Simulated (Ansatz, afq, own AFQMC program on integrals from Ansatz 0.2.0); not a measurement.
# WO (triplet): quantum Monte Carlo beside coupled cluster, def2-TZVPP

How near does AFQMC come to the top of the ladder for WO (triplet)?

Computed with Ansatz 0.2.0, Gaussian basis, and an in-house AFQMC program (afq) on its integrals; all values are calculated. Level: def2-TZVPP, frozen cores.

To be run: PBE (unrestricted); CCSD(T) on UHF; r2SCAN (unrestricted); PBE0 (unrestricted); B3LYP (unrestricted); wB97M-V (unrestricted); CCSDT(Q) on UHF; B2PLYP (unrestricted); Phaseless AFQMC, CISD trial on UHF.

1 further run of the same task is left out (it didn't finish).

### 1 The system

The geometry is a PBE0/def2-TZVP stationary point (not a proven minimum) of the parent state, kept for this charge and spin. No spin-orbit coupling is included. Elements past krypton take def2 core potentials.

2 atoms, charge 0, spin multiplicity 3.

Atoms are counted from 1 here; the program's logs count them from 0.

Bond lengths: W1–O2 1.703 Å.

### 2 PBE (unrestricted)

Contents of in.yaml:

```yaml
crystal:
  periodic: [false, false, false]
  atoms:
    - {symbol: W, position_ang: [0.000000, 0.000000, 0.000000]}
    - {symbol: O, position_ang: [0.000000, 0.000000, 1.703200]}
basis:
  gaussian: {orbitals: def2-TZVPP}
magnetization: {spin_polarized: true, initial_magnetization: 2}
hamiltonian: {xc: {name: PBE}}
output: {orbitals: {seedname: orbitals}}
```

On the command line:

```console
ansatz run in.yaml --threads 1 --pin off --events-out ev --progress --plain --max-ram 5120MiB --backend cpu
```

Output:

```text
Functional definition: PBE
  name "PBE"
  cite "Perdew, Burke & Ernzerhof, Phys. Rev. Lett. 77, 3865 (1996) doi:10.1103/PhysRevLett.77.3865"
  parent pbe
  parameter kappa = 0.804
  parameter beta = 0.06672455060314922
  exchange = pbe_x(kappa = kappa, mu = beta*pi^2/3)
  correlation = pbe_c(beta = beta)
486 factors; their error is unknown
mean field evaluation 1: about -3861.5547 eV, gradient 5.1e1 eV
mean field evaluation 2: about -3657.5477 eV, gradient 1.7e2 eV
mean field evaluation 4: about -3870.2018 eV, gradient 1.2e1 eV
mean field evaluation 8: about -3870.9278 eV, gradient 5.6e-1 eV
mean field evaluation 16: about -3870.9253 eV, gradient 1.7e-4 eV
mean field evaluation 32: about -3870.9253 eV, gradient 2.8e-2 eV
mean field evaluation 64: about -3870.3976 eV, gradient 2.1e0 eV
mean field evaluation 96: about -3869.7495 eV, gradient 3.4e-1 eV
mean field evaluation 128: about -3870.9253 eV, gradient 1.5e-5 eV
mean field -3870.92528752 eV, -142.2538805089 hartree, gradient 1.5e-5 eV, S^2 2.054547; 10 other end points of the search recorded, 0 dependent functions left out
reference -3870.92532165 eV, -142.2538817634 hartree; 12, 10 occupied and 75, 77 virtual orbitals, 486 factors
Total energy: -3870.92532165 eV, -142.2538817634 hartree
```

It took 10 s on 1 thread of AMD EPYC 7R13 (Zen 3), shared host; peak memory 1.7 GiB.

From the report: ⟨S²⟩ of the determinant 2.055 (pure triplet: 2.00).

### 3 CCSD(T) on UHF

in.yaml, as its differences from that of step 2:

```diff
@@ -8,3 +8,2 @@
 magnetization: {spin_polarized: true, initial_magnetization: 2}
-hamiltonian: {xc: {name: PBE}}
-output: {orbitals: {seedname: orbitals}}
+correlation: {method: ccsd_t, electrons: outside_noble_gas, hamiltonian_folder: ham}
```

On the command line:

```console
ansatz run in.yaml --threads 1 --pin off --events-out ev --progress --plain --max-ram 15360MiB --backend cuda --devices 0, --max-vram 18GiB
```

Output, cut to the lines that bear on the results:

```text
Functional definition: HF
  name "HF"
  cite "Fock, Z. Phys. 61, 126 (1930) doi:10.1007/BF01340294"
  parent pbe
[...]
580 factors; integrals over basis functions are off by at most 7.3e-4 eV
[...]
mean field -3843.56097272 eV, -141.2482604882 hartree, gradient 2.0e-6 eV, S^2 2.611673; 14 other end points of the search recorded, 0 dependent functions left out
determinant -3843.56097272 eV, -141.2482604882 hartree, with singles and doubles -3854.27515523 eV, -141.6419994330 hartree
determinant -3842.66717806 eV, -141.2154141403 hartree, with singles and doubles -3853.11757111 eV, -141.5994590014 hartree
determinant -3842.19132133 eV, -141.1979267280 hartree, with singles and doubles -3852.74551867 eV, -141.5857863264 hartree
determinant -3842.16396549 eV, -141.1969214193 hartree, with singles and doubles -3852.98414783 eV, -141.5945557862 hartree
determinant -3842.02327239 eV, -141.1917510433 hartree, with singles and doubles -3852.87566836 eV, -141.5905692392 hartree
determinant -3841.48308971 eV, -141.1718996962 hartree, with singles and doubles -3851.85627807 eV, -141.5531073372 hartree
5 core orbitals not correlated: weight in the atoms' cores, before any rotation towards them, 0.972 or more for the frozen orbitals, at most 0.023 for the correlated occupied ones
reference -3843.56097272 eV, -141.2482604882 hartree; 7, 5 occupied and 75, 77 virtual orbitals, 580 factors
second order -10.73024866 eV of doubles, -0.00000000 eV of singles
cycle   1  -10.64019402 eV  change   -8.5e-1 eV  update   3.9e-2
[...]
cycle  15  -10.73379110 eV  change   -6.6e-6 eV  update   9.8e-6
perturbative correction -0.78317001 eV, -0.0287809669 hartree
Total energy: -3855.07793382 eV, -141.6715010022 hartree
```

Run time: 21 s. Hardware: 1 × NVIDIA H100 80GB HBM3 with 1 thread of AMD EPYC 7R13 (Zen 3), shared host; peak host memory 1.7 GiB.

From the report: ⟨S²⟩ of the determinant 2.612 (pure triplet: 2.00); correlation -11.5170 eV; T1 0.078; largest double amplitude 0.12. The determinant is far from a pure spin state, so its energy mixes those of several spin states (harmless only where they are near-degenerate, as at dissociation).

This run also writes the integrals to the folder ham.

### 4 r2SCAN (unrestricted)

in.yaml, as its differences from that of step 3:

```diff
@@ -8,2 +8,2 @@
 magnetization: {spin_polarized: true, initial_magnetization: 2}
-correlation: {method: ccsd_t, electrons: outside_noble_gas, hamiltonian_folder: ham}
+hamiltonian: {xc: {name: r2SCAN}}
```

On the command line:

```console
ansatz run in.yaml --threads 1 --pin off --events-out ev --progress --plain --max-ram 5120MiB --backend cpu
```

Output, cut to the lines that bear on the results:

```text
Functional definition: r2SCAN
  name "r2SCAN"
  cite "Furness, Kaplan, Ning, Perdew & Sun, J. Phys. Chem. Lett. 11, 8208 (2020) doi:10.1021/acs.jpclett.0c02405"
  cite "Furness, Kaplan, Ning, Perdew & Sun, J. Phys. Chem. Lett. 11, 9248 (2020) doi:10.1021/acs.jpclett.0c03077"
  parent r2scan
[...]
486 factors; their error is unknown
[...]
mean field -3871.60522307 eV, -142.2788676797 hartree, gradient 1.1e-5 eV, S^2 2.168626; 10 other end points of the search recorded, 0 dependent functions left out
reference -3871.60524283 eV, -142.2788684058 hartree; 12, 10 occupied and 75, 77 virtual orbitals, 486 factors
Total energy: -3871.60524283 eV, -142.2788684058 hartree
```

Run time: 26 s. Hardware: 1 thread of AMD EPYC 7R13 (Zen 3), shared host; peak memory 1.7 GiB.

From the report: ⟨S²⟩ of the determinant 2.169 (pure triplet: 2.00).

### 5 PBE0 (unrestricted)

in.yaml, as its differences from that of step 4:

```diff
@@ -8,2 +8,3 @@
 magnetization: {spin_polarized: true, initial_magnetization: 2}
-hamiltonian: {xc: {name: r2SCAN}}
+hamiltonian: {xc: {name: PBE0}}
+output: {orbitals: {seedname: orbitals}}
```

The command is unchanged.

Output:

```text
Functional definition: PBE0
  name "PBE0"
  cite "Adamo & Barone, J. Chem. Phys. 110, 6158 (1999) doi:10.1063/1.478522"
  cite "Perdew, Burke & Ernzerhof, Phys. Rev. Lett. 77, 3865 (1996) doi:10.1103/PhysRevLett.77.3865"
  parent pbe
  parameter a = 0.25
  parameter kappa = 0.804
  parameter beta = 0.06672455060314922
  exchange = (1 - a)*pbe_x(kappa = kappa, mu = beta*pi^2/3) + a*exact_x
  correlation = pbe_c(beta = beta)
551 factors; their error is unknown
mean field evaluation 1: about -3861.5092 eV, gradient 4.5e1 eV
mean field evaluation 2: about -3715.3531 eV, gradient 1.7e2 eV
mean field evaluation 4: about -3869.0172 eV, gradient 4.0e0 eV
mean field evaluation 8: about -3869.1185 eV, gradient 7.3e-2 eV
mean field evaluation 16: about -3869.1321 eV, gradient 2.2e-4 eV
mean field evaluation 32: about -3869.1243 eV, gradient 1.1e0 eV
mean field -3869.13205418 eV, -142.1879803993 hartree, gradient 1.2e-5 eV, S^2 2.092198; 2 other end points of the search recorded, 0 dependent functions left out
reference -3869.13208035 eV, -142.1879813608 hartree; 12, 10 occupied and 75, 77 virtual orbitals, 551 factors
Total energy: -3869.13208035 eV, -142.1879813608 hartree
```

Wall time 2.6 s (1 thread of AMD EPYC 7R13 (Zen 3), shared host); peak memory 1.7 GiB.

From the report: ⟨S²⟩ of the determinant 2.092 (pure triplet: 2.00).

### 6 B3LYP (unrestricted)

in.yaml, as its differences from that of step 5:

```diff
@@ -8,3 +8,2 @@
 magnetization: {spin_polarized: true, initial_magnetization: 2}
-hamiltonian: {xc: {name: PBE0}}
-output: {orbitals: {seedname: orbitals}}
+hamiltonian: {xc: {name: B3LYP}}
```

The command is unchanged.

Output, cut to the lines that bear on the results:

```text
Functional definition: B3LYP
  name "B3LYP"
  cite "Stephens, Devlin, Chabalowski & Frisch, J. Phys. Chem. 98, 11623 (1994) doi:10.1021/j100096a001"
  cite "Becke, Phys. Rev. A 38, 3098 (1988) doi:10.1103/PhysRevA.38.3098"
  cite "Lee, Yang & Parr, Phys. Rev. B 37, 785 (1988) doi:10.1103/PhysRevB.37.785"
  cite "Vosko, Wilk & Nusair, Can. J. Phys. 58, 1200 (1980) doi:10.1139/p80-159"
[...]
531 factors; their error is unknown
[...]
mean field -3872.45719043 eV, -142.3101769026 hartree, gradient 2.8e-5 eV, S^2 2.053292; 3 other end points of the search recorded, 0 dependent functions left out
reference -3872.45736639 eV, -142.3101833689 hartree; 12, 10 occupied and 75, 77 virtual orbitals, 531 factors
Total energy: -3872.45736639 eV, -142.3101833689 hartree
```

Wall time 2.4 s (1 thread of AMD EPYC 7R13 (Zen 3), shared host); peak memory 1.7 GiB.

From the report: ⟨S²⟩ of the determinant 2.053 (pure triplet: 2.00).

### 7 wB97M-V (unrestricted)

in.yaml, as its differences from that of step 6:

```diff
@@ -8,2 +8,3 @@
 magnetization: {spin_polarized: true, initial_magnetization: 2}
-hamiltonian: {xc: {name: B3LYP}}
+hamiltonian: {xc: {name: wB97M-V}}
+output: {orbitals: {seedname: orbitals}}
```

Launched as before.

Output, cut to the lines that bear on the results:

```text
Functional definition: wB97M-V
  name "wB97M-V"
  cite "Mardirossian & Head-Gordon, J. Chem. Phys. 144, 214110 (2016) doi:10.1063/1.4952647"
  cite "Becke, J. Chem. Phys. 107, 8554 (1997) doi:10.1063/1.475007"
  cite "Vydrov & Van Voorhis, J. Chem. Phys. 133, 244103 (2010) doi:10.1063/1.3521275"
  # Of w^i u^j: cxij and so on, Table III.
[...]
  gx(w, u) = 1 - cx + cx01*u + cx10*w
  gss(w, u) = css00 + css04*u^4 + css10*w + css20*w^2 + css43*w^4*u^3
  gos(w, u) = cos00 + cos10*w + (cos20 + cos21*u)*w^2 + (cos60 + cos61*u)*w^6
[...]
      + integral(e_c_pw_mod_opposite_spin*gos(b97_w_opposite, b97_u_opposite)) + vv10(b, c)
491 factors; their error is unknown
102 factors; integrals over basis functions are off by at most 4.2e-5 eV
[...]
mean field -3868.69055362 eV, -142.1717555529 hartree, gradient 1.6e-5 eV, S^2 2.070850; 2 other end points of the search recorded, 0 dependent functions left out
reference -3868.69059324 eV, -142.1717570088 hartree; 12, 10 occupied and 75, 77 virtual orbitals, 491 factors
Total energy: -3868.69059324 eV, -142.1717570088 hartree
```

Run time: 19 s. Hardware: 1 thread of AMD EPYC 7R13 (Zen 3), shared host; peak memory 1.7 GiB.

From the report: ⟨S²⟩ of the determinant 2.071 (pure triplet: 2.00).

### 8 CCSDT(Q) on UHF

in.yaml, as its differences from that of step 7:

```diff
@@ -8,3 +8,2 @@
 magnetization: {spin_polarized: true, initial_magnetization: 2}
-hamiltonian: {xc: {name: wB97M-V}}
-output: {orbitals: {seedname: orbitals}}
+correlation: {method: ccsdt_q, electrons: outside_noble_gas}
```

On the command line:

```console
ansatz run in.yaml --threads 1 --pin off --events-out ev --progress --plain --max-ram 15360MiB --backend cuda --devices 0, --max-vram 18GiB
```

Output, cut to the lines that bear on the results:

```text
Functional definition: HF
  name "HF"
  cite "Fock, Z. Phys. 61, 126 (1930) doi:10.1007/BF01340294"
  parent pbe
[...]
1062 factors; integrals over basis functions are off by at most 1.6e-7 eV
[...]
mean field -3843.56098936 eV, -141.2482610999 hartree, gradient 1.9e-6 eV, S^2 2.611675; 14 other end points of the search recorded, 0 dependent functions left out
determinant -3843.56098936 eV, -141.2482610999 hartree, with singles and doubles -3854.27517717 eV, -141.6420002393 hartree
determinant -3842.66719352 eV, -141.2154147083 hartree, with singles and doubles -3853.11759260 eV, -141.5994597912 hartree
determinant -3842.19133693 eV, -141.1979273013 hartree, with singles and doubles -3852.74553627 eV, -141.5857869733 hartree
determinant -3842.16398632 eV, -141.1969221852 hartree, with singles and doubles -3852.98417462 eV, -141.5945567709 hartree
determinant -3842.02328503 eV, -141.1917515080 hartree, with singles and doubles -3852.87568701 eV, -141.5905699246 hartree
determinant -3841.48310707 eV, -141.1719003342 hartree, with singles and doubles -3851.85629954 eV, -141.5531081262 hartree
5 core orbitals not correlated: weight in the atoms' cores, before any rotation towards them, 0.972 or more for the frozen orbitals, at most 0.023 for the correlated occupied ones
reference -3843.56098936 eV, -141.2482610999 hartree; 7, 5 occupied and 75, 77 virtual orbitals, 1062 factors
second order -10.73025396 eV of doubles, -0.00000000 eV of singles
cycle   1  -9.58691332 eV  change     1.1e0 eV  update   2.2e-1
[...]
cycle  31  -11.54664317 eV  change   -1.2e-6 eV  update   6.1e-7
perturbative correction -0.07617233 eV, -0.0027992816 hartree
Total energy: -3855.18380487 eV, -141.6753916915 hartree
```

Run time: 44 s. Hardware: 1 × NVIDIA H100 80GB HBM3 with 1 thread of AMD EPYC 7R13 (Zen 3), shared host; peak host memory 1.7 GiB.

From the report: ⟨S²⟩ of the determinant 2.612 (pure triplet: 2.00); correlation -11.6228 eV; T1 0.086; largest double amplitude 0.13. The determinant is far from a pure spin state, so its energy mixes those of several spin states (harmless only where they are near-degenerate, as at dissociation).

### 9 B2PLYP (unrestricted)

in.yaml, as its differences from that of step 8:

```diff
@@ -8,2 +8,3 @@
 magnetization: {spin_polarized: true, initial_magnetization: 2}
-correlation: {method: ccsdt_q, electrons: outside_noble_gas}
+hamiltonian: {xc: {name: B2PLYP}}
+correlation: {electrons: outside_noble_gas}
```

On the command line:

```console
ansatz run in.yaml --threads 1 --pin off --events-out ev --progress --plain --max-ram 5120MiB --backend cpu
```

Output, cut to the lines that bear on the results:

```text
Functional definition: B2PLYP
  name "B2PLYP"
  cite "Grimme, J. Chem. Phys. 124, 034108 (2006) doi:10.1063/1.2148954"
  cite "Becke, Phys. Rev. A 38, 3098 (1988) doi:10.1103/PhysRevA.38.3098"
  cite "Lee, Yang & Parr, Phys. Rev. B 37, 785 (1988) doi:10.1103/PhysRevB.37.785"
[...]
580 factors; integrals over basis functions are off by at most 7.3e-4 eV
[...]
mean field -3861.45733642 eV, -141.9059397236 hartree, gradient 7.0e-6 eV, S^2 2.140849; 6 other end points of the search recorded, 0 dependent functions left out
5 core orbitals not correlated: weight in the atoms' cores, before any rotation towards them, 0.983 or more for the frozen orbitals, at most 0.013 for the correlated occupied ones
reference -3861.45744713 eV, -141.9059437922 hartree; 7, 5 occupied and 75, 77 virtual orbitals, 580 factors
second order -15.01260918 eV of doubles, -0.00000000 eV of singles
Total energy: -3865.51085161 eV, -142.0549036593 hartree
```

Wall time 9.5 s (1 thread of AMD EPYC 7R13 (Zen 3), shared host); peak memory 1.7 GiB.

From the report: ⟨S²⟩ of the determinant 2.141 (pure triplet: 2.00).

### 10 Phaseless AFQMC, CISD trial on UHF

It reads the integrals that the CCSD(T) run on this determinant wrote.

On the command line:

```console
afq ham --method phaseless --trial cisd --walkers 1800 --populations 20 --least-time 60 --time-step 0.005 --steps-per-block 50 --equilibration-blocks 40 --max-blocks 4000 --target-error 0.00021 --factor-cut 1e-05 --start spin_pure --seed 3069 --release-times 0.24,0.5,1,1.5 --release-step 0.02 --release-every 3 --taylor-order 6
```

Output:

```text
orbitals 82  electrons 7 5  factors 580 of 580
reference energy -141.24826049 Eh
CCSD correlation -0.39445965 Eh in 17 cycles, weight of the determinant in the CISD state 0.7308
energy of the start -141.581493 Eh
 block  time / (1/Eh)  mean weight  energy / Eh
     1     0.250  1.0006  -141.619846
     2     0.500  1.0006  -141.639492
     3     0.750  1.0006  -141.652361
     4     1.000  0.9999  -141.658070
     5     1.250  1.0008  -141.664545
     6     1.500  0.9997  -141.666742
     7     1.750  1.0000  -141.670251
     8     2.000  0.9998  -141.664356
     9     2.250  1.0004  -141.663884
    10     2.500  0.9996  -141.668026
    13     3.250  0.9997  -141.673467
    17     4.250  1.0005  -141.665682
    21     5.250  1.0000  -141.669861
    25     6.250  0.9991  -141.671557
    29     7.250  1.0000  -141.674150
    33     8.250  0.9997  -141.671600
    37     9.250  1.0001  -141.673105
    41    10.250  0.9995  -141.674010
    45    11.250  0.9997  -141.678311
    49    12.250  0.9996  -141.671920
    53    13.250  1.0006  -141.676188
    57    14.250  1.0004  -141.677574
    61    15.250  0.9986  -141.672593
    65    16.250  0.9998  -141.672147
    69    17.250  1.0008  -141.670247
    73    18.250  1.0006  -141.673446
    77    19.250  1.0003  -141.673288
    81    20.250  1.0009  -141.671992
    85    21.250  1.0004  -141.672485
    89    22.250  1.0001  -141.672788
    93    23.250  1.0008  -141.668911
    97    24.250  1.0007  -141.676844
   101    25.250  1.0003  -141.675080
   105    26.250  1.0004  -141.679624
   109    27.250  1.0002  -141.667499
   113    28.250  0.9995  -141.665997
   117    29.250  1.0000  -141.663420
   121    30.250  1.0002  -141.671865
   125    31.250  0.9990  -141.671999
   129    32.250  1.0001  -141.672100
   133    33.250  1.0000  -141.667391
   137    34.250  1.0008  -141.675364
   141    35.250  0.9994  -141.668200
   145    36.250  0.9998  -141.671615
   149    37.250  1.0003  -141.674804
   153    38.250  0.9993  -141.676775
   157    39.250  0.9993  -141.666528
   161    40.250  1.0011  -141.674276
   165    41.250  1.0011  -141.672292
error from the spread of 20 populations
released: time / (1/Eh)  energy / Eh  error  mean overlap
  0.24  -141.672162  0.000389  1.0000
  0.50  -141.672666  0.000438  0.9975
  1.00  -141.672816  0.000586  0.9965
  1.50  -141.674071  0.000816  0.9947
energy -141.672137 +/- 0.000469 Eh
```

Wall time 4.1 min (1 × NVIDIA H100 80GB HBM3 with 2 threads of AMD EPYC 7R13 (Zen 3), shared host); peak host memory 1.9 GiB.

Energy -3855.0952 ± 0.0128 eV. Caveats: constraint bias not in the error; error above the target.

### 11 All levels side by side

On the UHF determinant, counted from CCSDT(Q) (a yardstick, not exact):

```csv
level,energy (eV),from CCSDT(Q) (kJ/mol),statistical error (kJ/mol),time
HF,-3843.5610,+1121.4,,
MP2,-3854.2912,+86.1,,
CCSD,-3854.2948,+85.8,,
CCSD(T),-3855.0779,+10.2,,
CCSDT(Q),-3855.1838,0.0,,
"Phaseless AFQMC, CISD trial, step 0.005, 1800 walkers",-3855.0952,+8.5,1.2,4.1 min
```

The functionals' totals stand on their own zeros and serve differences with other points: PBE -3870.925 eV; r2SCAN -3871.605 eV; PBE0 -3869.132 eV; B3LYP -3872.457 eV; wB97M-V -3868.691 eV; B2PLYP -3865.511 eV.

### 12 What came out

| quantity | value |
| --- | --- |
| CCSD(T) on UHF from CCSDT(Q) | +10.2 kJ/mol |
| Phaseless AFQMC, CISD trial on UHF from CCSDT(Q) | +8.5 ± 1.2 kJ/mol |

What this shows: On UHF the phaseless walk with the CISD trial lies +8.5 kJ/mol from CCSDT(Q), 7 times its error bar. Error bars are statistical and leave out the constraint, the time step and what remains of the start. W carries a core potential, and spin-orbit coupling is left out.
